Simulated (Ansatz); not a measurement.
**BeSe (singlet): from Hartree-Fock to the top rungs, cc-pVDZ**

Aim: climb from Hartree-Fock through coupled cluster for BeSe (singlet) at one geometry and basis, and see what each rung misses.

Method: cc-pVDZ, core rule «outside noble gas», up to 15 orbitals frozen; program: Ansatz 0.2.0, Gaussian basis.

To be run: UHF; CCSD(T) on RHF; CCSD(T) on UHF; BCCD(T) on RHF; CISD; CCSDT(Q) on RHF; CCSDT(Q) on UHF; CCSDTQ on RHF.

19 further runs of the same task are left out: 6 for a known fault of the program, 5 that didn't finish, 8 set aside as unsound or not needed.

## Step 1: The geometry

The geometry is a PBE0/def2-TZVP stationary point (not a proven minimum). No spin-orbit coupling is included. The filled d shell of Se may be among the frozen orbitals whatever the setting's name suggests; the logs give the count.

2 atoms, charge 0, spin multiplicity 1.

Atoms are counted from 1 here; the program's logs count them from 0.

Bond lengths: Se1–Be2 1.868 Å.

## Step 2: UHF

File in.yaml:

```yaml
crystal:
  periodic: [false, false, false]
  atoms:
    - {symbol: Se, position_ang: [0.000000, 0.000000, 0.000000]}
    - {symbol: Be, position_ang: [0.000000, 0.000000, 1.867800]}
basis:
  gaussian: {orbitals: cc-pVDZ}
magnetization: {spin_polarized: true, initial_magnetization: 0}
hamiltonian: {xc: hf}
output: {orbitals: {seedname: orbitals}}
```

On the command line:

```sh
$ ansatz run in.yaml --threads 1 --pin off --events-out ev --progress --plain --max-ram 2393MiB
```

After this run come: CCSD(T) on RHF; CCSD(T) on UHF; BCCD(T) on RHF; CISD; CCSDT(Q) on RHF; CCSDT(Q) on UHF; CCSDTQ on RHF.

**Question.** What will the summary of the whole plan be? Wanted: RCCSDTQ below the RHF energy; RMP2 from RCCSDTQ; RCCSD from RCCSDTQ; RCCSD(T) from RCCSDTQ; RCCSDT(Q) from RCCSDTQ; T1 diagnostic.

The runs gave:

```
                         quantity                        value
     RCCSDTQ below the RHF energy                   -4.6374 eV
                RMP2 from RCCSDTQ                   +629.2 meV
               RCCSD from RCCSDTQ                   +280.5 meV
            RCCSD(T) from RCCSDTQ                    +42.4 meV
           RCCSDT(Q) from RCCSDTQ                     -5.7 meV
levels within 1 kcal/mol (43 meV)  RCCSD(T), RCCSDT, RCCSDT(Q)
                    T1 diagnostic                        0.033
```

In words: RCCSD(T) lands +42.4 meV from the yardstick (0.9 % of the correlation energy). These misses are within one basis, not against nature.
